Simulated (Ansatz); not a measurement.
This script makes cell relaxations under several functionals of Ti, space group P6/mmm with the Python package of Ansatz (0.2.0).

`lattice.py`:
```python
'''How the lattice of Ti depends on the functional.'''

import ansatz as az
import numpy as np

FILLING = 'Gaussian'
SIGMA = 0.1
MESH = (8, 8, 11)

def edges_and_angles(cell):
    cell = np.asarray(cell)
    a, b, c = np.linalg.norm(cell, axis=1)
    cosines = cell[1] @ cell[2] / (b * c), cell[0] @ cell[2] / (a * c), cell[0] @ cell[1] / (a * b)
    return (a, b, c, *np.degrees(np.arccos(cosines)))

lattice = az.Lattice.of(
    (4.6, 0.0, 0.0),
    (-2.3, 3.983717, 0.0),
    (0.0, 0.0, 2.82),
)
sites = [
    ('Ti', (0.0, 0.0, 0.0)),
    ('Ti', (1 / 3, 2 / 3, 0.5)),
    ('Ti', (2 / 3, 1 / 3, 0.5)),
]
xtal = az.Crystal(lattice=lattice)
for symbol, position in sites:
    xtal = xtal.atom(symbol, position)

calculation = (
    xtal.calculation()
    .occupations(FILLING, width=SIGMA)
    .kpoints(*MESH, center='gamma')
    .relax(cell=True, max_steps=100)
)

levels = [('lda', 'none'), ('blyp', 'd3bj'), ('pbesol', 'none')]
print('level            a       b       c    alpha   beta  gamma  V/atom  steps')
for name, dispersion in levels:
    seen = []
    run = calculation.functional(name, dispersion=dispersion).session().plan()
    result = run.execute(on_event=lambda e: seen.append(e) if e['event'] == 'relax_step' else None)
    cell = result.lattice.cell_ang
    label = name if dispersion == 'none' else f'{name}+{dispersion}'
    print('{:13s} {:7.4f} {:7.4f} {:7.4f} {:6.2f} {:6.2f} {:6.2f}'.format(label, *edges_and_angles(cell)), f'{abs(np.linalg.det(cell)) / len(result.lattice.sites):7.3f} {len(seen):5d}')
```

Rank the levels of theory by the volume of the relaxed cell.

From smallest to largest: BLYP+D3BJ (15.37 Å³ an atom, -10.8 % against the start), LDA (15.85 Å³ an atom, -8.0 % against the start) and PBEsol (16.47 Å³ an atom, -4.4 % against the start). The spread is 7.1 % in volume.

The output:

```console
$ python lattice.py
level            a       b       c    alpha   beta  gamma  V/atom  steps
DeckWarning: basis.ecutwfc = 420 eV, auto-derived from the records' recommended cutoffs: set by Ti (normal level)
lda            4.4530  4.4530  2.7682  90.00  90.00 120.00  15.846     6
blyp+d3bj      4.4074  4.4074  2.7408  90.00  90.00 120.00  15.369     6
pbesol         4.5161  4.5161  2.7969  90.00  90.00 120.00  16.467     5
```
(Warnings from the package without file and line.)

What to keep in mind:
- Forces vanish by symmetry, so the ions can't move, and the end may be a saddle.
- BLYP and dispersion corrections can be off by several per cent in the lattices of metals, and by several GPa in the pressure at a fixed cell.
- This isn't the structure that Ti takes at ambient conditions.
- Run time: 55 s on 1 thread of Intel(R) Xeon(R) Processor @ 2.30GHz, on a shared host, peak memory 0.58 GiB.
